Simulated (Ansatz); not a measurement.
# Bi2Te2O3: the cost of one run

Method: DFT PBE, scalar-relativistic, plane waves, PAW, unless a step names another level, in Ansatz 0.2.0.

9 further runs of the same task are left out: 2 that didn't finish, 7 set aside as unsound or not needed. Runs told in other sessions of the task aren't counted.

## Step 1: Plan

Pauling electronegativities: Bi 2.02, Te 2.10, O 3.44 (spread 1.42). The formula balances with common oxidation states: Bi +5, O -2, Te -2. Tabulated atomic sizes suggest about 22 Å³/atom. 23 candidates were drawn, by swapping species into database cells of other compounds, at random by space group and Wyckoff sites, or by hand, as the table says:

```tsv
name	made from	space group no.	Wyckoff sites	atoms (primitive cell)	V (Å³/atom)
c01	built by hand: A-La2O3 slab with Te2 dumbbell layer	164	Bi 2d; Te 2c; O 2d, 1a	7	21.6
c02	random	166	Bi 6c; Te 6c; O 3a, 6c	7	27.7
c03	database cell of Ni3Sn2S2	166	Bi 6c; Te 3b, 3a; O 9e	7	19.2
c04	built by hand: ordered Bi4Te3-like seven-layer stacking	166	Bi 6c; Te 6c; O 6c, 3a	7	21.6
c05	random	12	Bi 4e; Te 4g; O 4h, 2b	7	25.4
c06	random	187	Bi 2g; Te 1e, 1f; O 2h, 1b	7	24.0
c07	database cell of In2Co3S2	166	Bi 3a, 3b; Te 6c; O 9d	7	19.5
c08	random	123	Bi 1d, 1b; Te 2g; O 1a, 2f	7	23.8
c09	random	35	Bi 2a, 2b; Te 4e; O 4d, 2a	7	23.6
c10	database cell of Y2Al3Si2	12	Bi 4i; Te 4i; O 4i, 2a	7	24.3
c11	built by hand: Bi2O2Te-derived intergrowth, Bi2O2 slabs with Te-O-Te spacers	139	Bi 4e; Te 4e; O 4d, 2a	7	21.6
c12	random	119	Bi 2d, 2b; Te 4e; O 4f, 2a	7	23.6
c13	random	191	Bi 2c; Te 2d; O 3f	7	21.6
c14	random	166	Bi 3a, 3b; Te 6c; O 9e	7	26.9
c15	random	191	Bi 2e; Te 2c; O 3g	7	27.2
c16	random	191	Bi 1a, 1b; Te 2e; O 3f	7	27.4
c17	random	191	Bi 2e; Te 1b, 1a; O 3g	7	26.2
c18	random	189	Bi 2d; Te 2c; O 3g	7	26.4
c19	random	187	Bi 2g; Te 2h; O 3j	7	22.1
c20	random	99	Bi 2c; Te 1b, 1a; O 1b, 1b, 1a	7	24.1
c21	random	35	Bi 4e; Te 4c; O 4d, 2b	7	25.8
c22	random	187	Bi 2g; Te 2h; O 2i, 1f	7	23.0
c23	random	160	Bi 3a, 3a; Te 3a, 3a; O 3a, 3a, 3a	7	26.6
```

## Step 2: Screening run of c06

File input.yaml:

```yaml
crystal:
  lattice:
    - [5.06452431, 0.0, 0.0]
    - [-2.53226215, 4.38600671, 0.0]
    - [0.0, 0.0, 7.54766336]
  atoms:
    - { symbol: Bi, position: [0.33333333, 0.66666667, 0.81955974] }
    - { symbol: Bi, position: [0.33333333, 0.66666667, 0.18044026] }
    - { symbol: Te, position: [0.0, 0.0, 0.0] }
    - { symbol: Te, position: [0.0, 0.0, 0.5] }
    - { symbol: O, position: [0.66666667, 0.33333333, 0.38815143] }
    - { symbol: O, position: [0.66666667, 0.33333333, 0.61184857] }
    - { symbol: O, position: [0.33333333, 0.66666667, 0.5] }
basis:
  ecutwfc: 420
kpoints:
  mp_grid: { grid: [3, 3, 2] }
hamiltonian:
  xc: pbe
scf:
  occupations: { method: gaussian, width: 0.15 }
  lower_state_search: "off"
output:
  forces: true
  stress: true
  eigenvalues: true
relax:
  adjacent_minimum: "off"
  f_tol: 0.08
  max_steps: 16
  cell: { stress_tol: 0.8 }
```

The run is started by

```sh
> ansatz run input.yaml --threads 1 --pin off --max-ram 2560MiB --backend cpu --events-out ev --progress --plain --runs-dir out
```

**Question.** How long does this run take on 1 thread of Intel Xeon 6975P-C (Granite Rapids), shared host, and how much memory does it need?

About 30 s, with a peak of 0.46 GiB.
